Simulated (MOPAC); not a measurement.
# C4H10BF (SMILES CB(F)C(C)C) at PM7- (COSMO water)

Aim: the energy difference between two shapes of C4H10BF at PM7- (COSMO water), from 2 runs. 

The results are computed with MOPAC 23.2.5.

3 further runs of the same task are left out: 3 set aside as unsound or not needed.

## (1) The structure to begin with

C4H10BF: 16 atoms, total charge 0, spin state singlet. SMILES: `CB(F)C(C)C`. The shape comes from a force field and isn't a relaxed structure. This is one conformer, not always the lowest.

Bond lengths: C1–B2 1.562 Å, B2–F3 1.432 Å, B2–C4 1.642 Å, C4–C5 1.456 Å, C4–C6 1.540 Å, C1–H7 1.102 Å, C1–H8 1.068 Å, C1–H9 1.188 Å, C4–H10 1.156 Å, C5–H11 1.100 Å, C5–H12 1.099 Å, C5–H13 1.111 Å, C6–H14 1.133 Å, C6–H15 1.132 Å, C6–H16 1.121 Å. Some angles: C1–B2–F3 117.1°, C1–B2–C4 124.5°, F3–B2–C4 118.3°, B2–C4–C5 112.5°, B2–C4–C6 108.6°, C5–C4–C6 113.6°, B2–C1–H7 109.5°, B2–C1–H8 111.8°, B2–C1–H9 110.2°, B2–C4–H10 104.3°.

## (2) Energy and one-electron properties at PM7- (COSMO water)

Input file mol.sdf:

```

     RDKit          3D

 16 15  0  0  0  0  0  0  0  0999 V2000
   -1.4691   -0.9926    1.5152 C   0  0  0  0  0  0  0  0  0  0  0  0
   -0.3384   -0.9100    0.4406 B   0  0  0  0  0  0  0  0  0  0  0  0
    0.2867   -2.1395    0.0540 F   0  0  0  0  0  0  0  0  0  0  0  0
    0.2152    0.4870   -0.2218 C   0  0  0  0  0  0  0  0  0  0  0  0
    1.6078    0.7489    0.1127 C   0  0  0  0  0  0  0  0  0  0  0  0
   -0.0591    0.4546   -1.7373 C   0  0  0  0  0  0  0  0  0  0  0  0
   -2.3064   -1.5915    1.1227 H   0  0  0  0  0  0  0  0  0  0  0  0
   -1.0998   -1.3489    2.4516 H   0  0  0  0  0  0  0  0  0  0  0  0
   -1.9123    0.0885    1.7279 H   0  0  0  0  0  0  0  0  0  0  0  0
   -0.4758    1.3038    0.2171 H   0  0  0  0  0  0  0  0  0  0  0  0
    1.9083    1.7327   -0.2769 H   0  0  0  0  0  0  0  0  0  0  0  0
    2.2893   -0.0302   -0.2580 H   0  0  0  0  0  0  0  0  0  0  0  0
    1.6880    0.8351    1.2172 H   0  0  0  0  0  0  0  0  0  0  0  0
   -1.1546    0.2739   -1.9625 H   0  0  0  0  0  0  0  0  0  0  0  0
    0.5531   -0.3806   -2.1944 H   0  0  0  0  0  0  0  0  0  0  0  0
    0.2442    1.4462   -2.1640 H   0  0  0  0  0  0  0  0  0  0  0  0
  2  1  1  0
  3  2  1  0
  4  2  1  0
  5  4  1  0
  6  4  1  0
  7  1  1  0
  8  1  1  0
  9  1  1  0
 10  4  1  0
 11  5  1  0
 12  5  1  0
 13  5  1  0
 14  6  1  0
 15  6  1  0
 16  6  1  0
M  END
$$$$
```

Input file c4h10bf.mop:

```
BONDS EPS=78.4 1SCF PRTINT PM7- AUX(PRECISION=9) THREADS=1


C    0.000000  1    0.000000  1    0.000000  1     0   0   0
B    1.562072  1    0.000000  1    0.000000  1     1   0   0
F    1.432438  1  117.139397  1    0.000000  1     2   1   0
C    1.642211  1  124.505096  1  182.590197  1     2   1   3
C    1.455959  1  112.506539  1  115.434494  1     4   2   1
C    1.540464  1  108.596635  1  242.045783  1     4   2   1
H    1.101730  1  109.498170  1  297.192133  1     1   2   3
H    1.067791  1  111.751512  1   63.430487  1     1   2   3
H    1.187621  1  110.193898  1  181.017452  1     1   2   3
H    1.156407  1  104.260707  1  355.146222  1     4   2   1
H    1.099978  1  109.926135  1  184.914103  1     5   4   2
H    1.099481  1  112.826289  1   61.495643  1     5   4   2
H    1.110758  1  108.147944  1  299.325305  1     5   4   2
H    1.132911  1  111.783252  1   55.395372  1     6   4   2
H    1.131940  1  108.450830  1  295.241930  1     6   4   2
H    1.121309  1  107.915073  1  175.345145  1     6   4   2
```

Started as:

```console
$ obabel mol.sdf -omopin -xk "BONDS EPS=78.4 1SCF PRTINT PM7- AUX(PRECISION=9) THREADS=1" -O c4h10bf.mop
$ mopac c4h10bf.mop
```

c4h10bf.out (excerpt; [...] marks lines left out):

```text
MOPAC v23.2.5
PM7- CALCULATION RESULTS
[...]
           Empirical Formula: C4 H10 B F  =    16 atoms
      MOLECULAR POINT GROUP   :   C1
[...]
     SCF FIELD WAS ACHIEVED
[...]
          FINAL HEAT OF FORMATION =       -107.02199 KCAL/MOL =    -447.78000 KJ/MOL
          VAN DER WAALS AREA      =        142.29 SQUARE ANGSTROMS
          DIELECTRIC ENERGY       =         -0.17919 EV
          COSMO AREA              =        142.29 SQUARE ANGSTROMS
          COSMO VOLUME            =        134.17 CUBIC ANGSTROMS
          IONIZATION POTENTIAL    =         10.181153 EV
          HOMO LUMO ENERGIES (EV) =        -10.181 -0.379
          NO. OF FILLED LEVELS    =         18
          MOLECULAR WEIGHT        =         87.9314         POINT GROUP:  C1
[...]
                             CARTESIAN COORDINATES
   1    C        0.000000000     0.000000000     0.000000000
   2    B        1.562072000     0.000000000     0.000000000
   3    F        2.215488501     1.274725657     0.000000000
   4    C        2.492350922    -1.351923706    -0.061158714
   5    C        3.284114487    -1.428929281    -1.280583664
   6    C        3.334647762    -1.427318554     1.226428559
   7    H       -0.367731860     0.474591376     0.923766907
   8    H       -0.395704069     0.443599439    -0.887026182
   9    H       -0.409964688    -1.114441951     0.019792215
  10    H        1.733430782    -2.222689464    -0.005621649
  11    H        3.821670619    -2.387855825    -1.318595374
  12    H        3.991234708    -0.593315886    -1.383490009
  13    H        2.586903747    -1.450330400    -2.145003996
[...]
              NET ATOMIC CHARGES AND DIPOLE CONTRIBUTIONS
  ATOM NO.   TYPE          CHARGE      No. of ELECS.   s-Pop       p-Pop
    1          C          -0.559975        4.5600     1.06093     3.49904
    2          B           0.438771        2.5612     0.79402     1.76721
    3          F          -0.373886        7.3739     1.95972     5.41417
    4          C          -0.166359        4.1664     1.05791     3.10845
    5          C          -0.452945        4.4529     1.04449     3.40845
    6          C          -0.448103        4.4481     1.07039     3.37771
    7          H           0.172500        0.8275     0.82750
    8          H           0.167644        0.8324     0.83236
    9          H           0.175199        0.8248     0.82480
   10          H           0.143380        0.8566     0.85662
   11          H           0.151200        0.8488     0.84880
   12          H           0.153510        0.8465     0.84649
[...]
 DIPOLE           X         Y         Z       TOTAL
 POINT-CHG.    -1.551    -3.068     0.018     3.438
 HYBRID         0.170     0.558     0.060     0.587
 SUM           -1.381    -2.510     0.078     2.866
[...]
 * JOB ENDED NORMALLY *
[...]
```

Wall time 0.04 s (1 thread of Arm Neoverse N1, shared host).

Atomic charges (e):

```csv
atom,program's own
C1,-0.560
B2,+0.439
F3,-0.374
C4,-0.166
C5,-0.453
C6,-0.448
H7,+0.173
H8,+0.168
H9,+0.175
H10,+0.143
H11,+0.151
H12,+0.154
H13,+0.152
H14,+0.149
H15,+0.151
H16,+0.148
```

## (3) The distorted shape at the same level

Input file mol.sdf:

```

     RDKit          3D

 16 15  0  0  0  0  0  0  0  0999 V2000
   -1.5248   -1.0379    1.3886 C   0  0  0  0  0  0  0  0  0  0  0  0
   -0.3697   -0.8111    0.4675 B   0  0  0  0  0  0  0  0  0  0  0  0
    0.2298   -2.3531   -0.0362 F   0  0  0  0  0  0  0  0  0  0  0  0
    0.2566    0.2406   -0.2028 C   0  0  0  0  0  0  0  0  0  0  0  0
    1.5500    0.7198   -0.0026 C   0  0  0  0  0  0  0  0  0  0  0  0
    0.0380    0.5027   -1.7332 C   0  0  0  0  0  0  0  0  0  0  0  0
   -2.3339   -1.6325    1.1401 H   0  0  0  0  0  0  0  0  0  0  0  0
   -1.1361   -1.3672    2.4039 H   0  0  0  0  0  0  0  0  0  0  0  0
   -1.8602    0.0068    1.7682 H   0  0  0  0  0  0  0  0  0  0  0  0
   -0.5874    1.3422    0.1922 H   0  0  0  0  0  0  0  0  0  0  0  0
    2.0493    1.8543   -0.3460 H   0  0  0  0  0  0  0  0  0  0  0  0
    2.3240   -0.0527   -0.3384 H   0  0  0  0  0  0  0  0  0  0  0  0
    1.5986    0.8196    1.3230 H   0  0  0  0  0  0  0  0  0  0  0  0
   -1.2404    0.2965   -1.9214 H   0  0  0  0  0  0  0  0  0  0  0  0
    0.2586   -0.2885   -2.2533 H   0  0  0  0  0  0  0  0  0  0  0  0
    0.2942    1.5559   -2.1108 H   0  0  0  0  0  0  0  0  0  0  0  0
  2  1  1  0
  3  2  1  0
  4  2  1  0
  5  4  1  0
  6  4  1  0
  7  1  1  0
  8  1  1  0
  9  1  1  0
 10  4  1  0
 11  5  1  0
 12  5  1  0
 13  5  1  0
 14  6  1  0
 15  6  1  0
 16  6  1  0
M  END
$$$$
```

Input file c4h10bf.mop:

```
PM7- PRTINT 1SCF SINGLET EPS=78.4 BONDS AUX(PRECISION=9) THREADS=1


C    0.000000  1    0.000000  1    0.000000  1     0   0   0
B    1.494697  1    0.000000  1    0.000000  1     1   0   0
F    1.729415  1  108.184696  1    0.000000  1     2   1   0
C    1.395574  1  139.213299  1  170.873883  1     2   1   3
C    1.393771  1  127.341596  1  115.250086  1     4   2   1
C    1.567994  1  122.153624  1  257.876898  1     4   2   1
H    1.034381  1  122.933493  1  307.103718  1     1   2   3
H    1.135940  1  109.289801  1   75.806931  1     1   2   3
H    1.161029  1  106.750012  1  176.175859  1     1   2   3
H    1.442873  1  100.448810  1  358.574089  1     4   2   1
H    1.286202  1  128.693643  1  198.642861  1     5   4   2
H    1.143938  1  110.704102  1   67.990013  1     5   4   2
H    1.330240  1  101.702872  1  312.777851  1     5   4   2
H    1.308528  1  104.491747  1   40.715151  1     6   4   2
H    0.972196  1  110.761400  1  304.042042  1     6   4   2
H    1.147802  1  116.317793  1  160.135714  1     6   4   2
```

Started as:

```console
$ obabel mol.sdf -omopin -xk "PM7- PRTINT 1SCF SINGLET EPS=78.4 BONDS AUX(PRECISION=9) THREADS=1" -O c4h10bf.mop
$ mopac c4h10bf.mop
```

c4h10bf.out (excerpt; [...] marks lines left out):

```text
MOPAC v23.2.5
PM7- CALCULATION RESULTS
[...]
           Empirical Formula: C4 H10 B F  =    16 atoms
      MOLECULAR POINT GROUP   :   C1
[...]
     SCF FIELD WAS ACHIEVED
[...]
          FINAL HEAT OF FORMATION =         13.66765 KCAL/MOL =      57.18545 KJ/MOL
          VAN DER WAALS AREA      =        145.23 SQUARE ANGSTROMS
          DIELECTRIC ENERGY       =         -0.66456 EV
          COSMO AREA              =        145.23 SQUARE ANGSTROMS
          COSMO VOLUME            =        137.66 CUBIC ANGSTROMS
          IONIZATION POTENTIAL    =          9.587095 EV
          HOMO LUMO ENERGIES (EV) =         -9.587 -0.543
          NO. OF FILLED LEVELS    =         18
          MOLECULAR WEIGHT        =         87.9314         POINT GROUP:  C1
[...]
              NET ATOMIC CHARGES AND DIPOLE CONTRIBUTIONS
  ATOM NO.   TYPE          CHARGE      No. of ELECS.   s-Pop       p-Pop
    1          C          -0.570699        4.5707     1.04720     3.52350
    2          B           0.555104        2.4449     0.82401     1.62088
    3          F          -0.585705        7.5857     1.98477     5.60094
    4          C          -0.234849        4.2348     1.03814     3.19671
    5          C          -0.436497        4.4365     1.07637     3.36012
    6          C          -0.420838        4.4208     1.06977     3.35106
    7          H           0.173340        0.8267     0.82666
    8          H           0.202171        0.7978     0.79783
    9          H           0.187070        0.8129     0.81293
   10          H           0.214348        0.7857     0.78565
   11          H           0.168929        0.8311     0.83107
   12          H           0.141704        0.8583     0.85830
[...]
 DIPOLE           X         Y         Z       TOTAL
 POINT-CHG.    -2.396    -6.970    -0.099     7.371
 HYBRID        -0.109     0.646    -0.209     0.687
 SUM           -2.505    -6.324    -0.309     6.809
[...]
 * JOB ENDED NORMALLY *
[...]
```

Wall time 0.04 s (1 thread of Arm Neoverse N1, shared host).

Atomic charges (e):

```csv
atom,program's own
C1,-0.571
B2,+0.555
F3,-0.586
C4,-0.235
C5,-0.436
C6,-0.421
H7,+0.173
H8,+0.202
H9,+0.187
H10,+0.214
H11,+0.169
H12,+0.142
H13,+0.153
H14,+0.164
H15,+0.129
H16,+0.159
```

## (4) What came out

At PM7- (COSMO water):

| quantity | value |
| --- | --- |
| first shape: dipole moment | 2.87 D |
| first shape: HOMO energy | -10.18 eV |
| first shape: LUMO energy | -0.38 eV |
| first shape: HOMO–LUMO gap | 9.80 eV |
| first shape: heat of formation | -107.0 kcal/mol |
| distorted shape: dipole moment | 6.81 D |
| distorted shape: HOMO energy | -9.59 eV |
| distorted shape: LUMO energy | -0.54 eV |
| distorted shape: HOMO–LUMO gap | 9.04 eV |
| distorted shape: heat of formation | 13.7 kcal/mol |
| energy change with the atoms displaced | 5.234 eV |

What this shows: With the atoms displaced the energy rises by 5.23 eV (505 kJ/mol). The first shape isn't relaxed at this level, so the change isn't measured from a minimum.
